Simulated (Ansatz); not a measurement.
**Isostructural TiNb, TaTi, TiW: table of trends from a Python script**

The task is a table of trends, for isostructural TiNb, TaTi, TiW.

Computed with Ansatz 0.2.0, driven from Python. Level of theory: DFT LDA, plane waves, PAW.

## (1) Starting point

TiNb Cmmm: It takes space group Cmmm (No. 65, orthorhombic). The conventional cell has a = 3.282 Å, b = 4.636 Å, c = 4.646 Å, α = 90.00°, β = 90.00°, γ = 90.00°. Ti (site symmetry mmm) is surrounded by 4 Ti at 2.84 Å and 4 Nb at 2.84 Å. Nb (site symmetry mmm) has 4 Nb at 2.84 Å and 4 Ti at 2.84 Å as nearest neighbours.

TaTi Cmmm: It takes space group Cmmm (No. 65, orthorhombic). Conventional cell: a = 3.266 Å, b = 4.595 Å, c = 4.684 Å, α = 90.00°, β = 90.00°, γ = 90.00°. Ti (site symmetry mmm) has 4 Ti at 2.82 Å and 4 Ta at 2.86 Å as nearest neighbours. Ta (site symmetry mmm) has 4 Ta at 2.82 Å and 4 Ti at 2.86 Å as nearest neighbours.

TiW Cmmm: The structure is orthorhombic, space group Cmmm (No. 65). Conventional cell: a = 3.187 Å, b = 4.509 Å, c = 4.468 Å, α = 90.00°, β = 90.00°, γ = 90.00°. Around Ti (site symmetry mmm) lie 4 W at 2.74 Å and 4 Ti at 2.76 Å. W (site symmetry mmm) is surrounded by 4 Ti at 2.74 Å and 4 W at 2.76 Å.

No structure file is read: the coordinates are typed or built in the script.

## (2) The script

Input file trend_tinb.py:

```python
# -*- coding: utf-8 -*-
"""Trends along isostructural compounds in space group Cmmm, after relaxing cells and atoms."""

import logging
import sys
import warnings

import ansatz as az
import matplotlib.pyplot as plt
import numpy as np
from tabulate import tabulate

logging.basicConfig(stream=sys.stdout, format="%(name)s: %(message)s")
log = logging.getLogger("calc")
log.setLevel(logging.INFO)


def ground_state(name, crystal):
    calc = crystal.calculation()
    calc = calc.functional("LDA")
    calc = calc.basis(18 * az.Ha).kpoints(spacing=0.33)
    calc = calc.occupations("gaussian", width=0.05)
    calc = calc.stress()
    calc = calc.band_table()
    calc = calc.relax(force_tolerance=0.02, max_steps=60, cell=True)
    return calc.run()


def volume_per_atom(outcome):
    return abs(np.linalg.det(outcome.lattice.cell_ang)) / len(outcome.lattice.sites)

warnings.simplefilter("ignore", az.DeckWarning)

phases = {}
tinb = (
    az.Lattice.from_parameters(3.282009, 4.636091, 4.645946, alpha=90, beta=90, gamma=90)
    .space_group(65, hermann_mauguin="Cmmm")
    .atom("Ti", [0.5, 0.0, 0.5])
    .atom("Nb", [0.0, 0.0, 0.0])
    .primitive()
)
phases["TiNb"] = tinb
tati = (
    az.Lattice.from_parameters(2.818644, 2.818644, 4.684129, alpha=90.0, beta=90.0, gamma=109.1956)
    .atom("Ti", [0.5, 0.5, 0.5])
    .atom("Ta", [0.0, 0.0, 0.0])
)
phases["TaTi"] = tati
tiw = (
    az.Lattice.from_parameters(3.18745, 4.509269, 4.468117, alpha=90, beta=90, gamma=90)
    .space_group(65, hermann_mauguin="Cmmm")
    .atom("Ti", [0.0, 0.0, 0.0])
    .atom("W", [0.5, 0.0, 0.5])
    .primitive()
)
phases["TiW"] = tiw

done = {}
for name, crystal in phases.items():
    try:
        done[name] = ground_state(name, crystal)
    except az.NonConvergedError as error:
        print(name, "did not converge:", str(error)[:120])

rows = [(name, volume_per_atom(o)) for name, o in done.items()]
print(tabulate(rows, headers=["compound", "V (A^3/atom)"], floatfmt=".4f", tablefmt="simple"))
plt.figure(figsize=(4.5, 3))
plt.bar([row[0] for row in rows], [row[1] for row in rows])
plt.ylabel("V (A^3/atom)")
plt.tight_layout()
plt.savefig("trend.png", dpi=100)
```

## (3) What the engine is handed

The engine receives this input (first run):

```yaml
crystal:
  lattice:
    a: 3.282009
    b: 4.636091
    c: 4.645946
    alpha: 90.0
    beta: 90.0
    gamma: 90.0
  space_group: 65
  setting:
    hermann_mauguin: Cmmm
  atoms:
    - { symbol: Ti, position: [0.5, 0.0, 0.5] }
    - { symbol: Nb, position: [0.0, 0.0, 0.0] }
  reduce_to_primitive: true
basis:
  ecutwfc: 489.804952427784
kpoints:
  mp_grid:
    kspacing: 0.33
hamiltonian:
  xc: lda
scf:
  occupations:
    method: gaussian
    width: 0.05
relax:
  f_tol: 0.02
  max_steps: 60
  cell: {}
output:
  stress: true
  eigenvalues: true
```

## (4) Running it

On the command line:

```sh
python trend_tinb.py
```

Output:

```text
compound      V (A^3/atom)
----------  --------------
TiNb               16.4140
TaTi               16.4538
TiW                15.1858
```

Run time: 65 s. Hardware: 1 thread of Arm Neoverse V2, shared host; peak memory 0.46 GiB.

## (5) Inputs of later runs

The engine's inputs for the other runs:

Run 2, against run 1:

```diff
@@ -3,3 +3,3 @@
-    a: 3.282009
-    b: 4.636091
-    c: 4.645946
+    a: 2.818644
+    b: 2.818644
+    c: 4.684129
@@ -8,4 +8 @@
-    gamma: 90.0
-  space_group: 65
-  setting:
-    hermann_mauguin: Cmmm
+    gamma: 109.1956
@@ -13,3 +10,2 @@
-    - { symbol: Ti, position: [0.5, 0.0, 0.5] }
-    - { symbol: Nb, position: [0.0, 0.0, 0.0] }
-  reduce_to_primitive: true
+    - { symbol: Ti, position: [0.5, 0.5, 0.5] }
+    - { symbol: Ta, position: [0.0, 0.0, 0.0] }
```

Run 3, against run 1:

```diff
@@ -3,3 +3,3 @@
-    a: 3.282009
-    b: 4.636091
-    c: 4.645946
+    a: 3.18745
+    b: 4.509269
+    c: 4.468117
@@ -13,2 +13,2 @@
-    - { symbol: Ti, position: [0.5, 0.0, 0.5] }
-    - { symbol: Nb, position: [0.0, 0.0, 0.0] }
+    - { symbol: Ti, position: [0.0, 0.0, 0.0] }
+    - { symbol: W, position: [0.5, 0.0, 0.5] }
```

Lines on the test bed's own set-up are left out of the output.

A comment line of the script is reworded here; the code is as run.

## (6) What each run gave

The 3 runs, in the order started:

| run | system | energy (eV/atom) | final volume (Å³/atom) | pressure (GPa) | SCF cycles in all | CPU time (s) |
| --- | --- | --- | --- | --- | --- | --- |
| 1 | TiNb (2 atoms) | -3446.4345 | 16.41 | 0.01 | 59 | 21 |
| 2 | TaTi (2 atoms) | -6066.4167 | 16.45 | 0.01 | 64 | 24 |
| 3 | TiW (2 atoms) | -6290.1245 | 15.19 | -0.01 | 55 | 19 |

Energies are free energies F = E - TS of the smeared occupations. Totals carry meaning only in balanced differences at one level of theory.

## (7) How the relaxation of run 1 went

Relaxation path:

| step | energy from step 1 (eV/cell) | largest force component (eV/Å) | pressure (GPa) | volume (Å³) |
| --- | --- | --- | --- | --- |
| 1 | 0.0000 | 0.0000 | -10.05 | 35.35 |
| 2 | 0.0052 | 0.0000 | 12.91 | 30.62 |
| 3 | -0.0817 | 0.0000 | -1.03 | 33.10 |
| 4 | -0.0832 | 0.0000 | 0.15 | 32.83 |
| 5 | -0.0843 | 0.0000 | 0.62 | 32.72 |
| 6 | -0.0846 | 0.0000 | 0.44 | 32.74 |
| 7 | -0.0848 | 0.0000 | -0.07 | 32.84 |
| 8 | -0.0849 | 0.0000 | 0.00 | 32.83 |
| 9 | -0.0848 | 0.0000 | 0.01 | 32.83 |

Step 1 is the start. Step 9 repeats the geometry before it on a plane-wave basis chosen anew for that cell, so its energy need not be comparable with the rows above. Step 2 was tried and not accepted.

Lengths and angles in the start's conventional setting:

|  | before | after | change |
| --- | --- | --- | --- |
| a (Å) | 3.282 | 3.219 | -1.9 % |
| b (Å) | 4.636 | 4.571 | -1.4 % |
| c (Å) | 4.646 | 4.462 | -4.0 % |
| volume (Å³/atom) | 17.67 | 16.41 | -7.1 % |
| shortest distance (Å) | 2.840 | 2.751 | -3.1 % |
| space group (0.01 Å) | Cmmm | Cmmm | same |

Forces and stress were held to the start's 8 operations: a distortion of lower symmetry was not tested.

## (8) How the relaxation of run 2 went

Step by step:

| step | E - E(step 1) (eV/cell) | largest force component (eV/Å) | pressure (GPa) | volume (Å³) |
| --- | --- | --- | --- | --- |
| 1 | 0.0000 | 0.0000 | -9.76 | 35.15 |
| 2 | -0.0100 | 0.0000 | 11.43 | 31.02 |
| 3 | -0.0740 | 0.0000 | -0.91 | 33.09 |
| 4 | -0.0747 | 0.0000 | -0.05 | 32.92 |
| 5 | -0.0748 | 0.0000 | 0.02 | 32.90 |
| 6 | -0.0749 | 0.0000 | 0.04 | 32.90 |
| 7 | -0.0750 | 0.0000 | 0.05 | 32.90 |
| 8 | -0.0751 | 0.0000 | 0.03 | 32.90 |
| 9 | -0.0751 | 0.0000 | 0.01 | 32.91 |
| 10 | -0.0749 | 0.0000 | 0.01 | 32.91 |

Step 1 is the start. Step 10 repeats the geometry before it on a plane-wave basis chosen anew for that cell, so its energy need not be comparable with the rows above.

Lengths and angles in the start's conventional setting:

|  | before | after | change |
| --- | --- | --- | --- |
| a (Å) | 3.266 | 3.174 | -2.8 % |
| b (Å) | 4.595 | 4.570 | -0.6 % |
| c (Å) | 4.684 | 4.537 | -3.1 % |
| volume (Å³/atom) | 17.57 | 16.45 | -6.4 % |
| shortest distance (Å) | 2.819 | 2.769 | -1.8 % |
| space group (0.01 Å) | Cmmm | Cmmm | same |

Forces and stress were held to the start's 8 operations: a distortion of lower symmetry was not tested.

## (9) Results

```
                                 quantity                value
                            runs compared                    3
TiNb (run 1): relaxed volume, space group  16.41 Å³/atom, Cmmm
TaTi (run 2): relaxed volume, space group  16.45 Å³/atom, Cmmm
 TiW (run 3): relaxed volume, space group  15.19 Å³/atom, Cmmm
```

In words: By relaxed volume an atom the order is TiW (run 3) < TiNb (run 1) < TaTi (run 2). In run 1, the volume shrank by 7.1 % over 6 moves, and the space group stayed Cmmm. In run 2, over 8 moves the cell shrank by 6.4 % in volume, and the space group stayed Cmmm. Notes:
- Spin-orbit coupling, which matters for elements this heavy, is left out.
- Some members of the series are computed structures and not known phases.
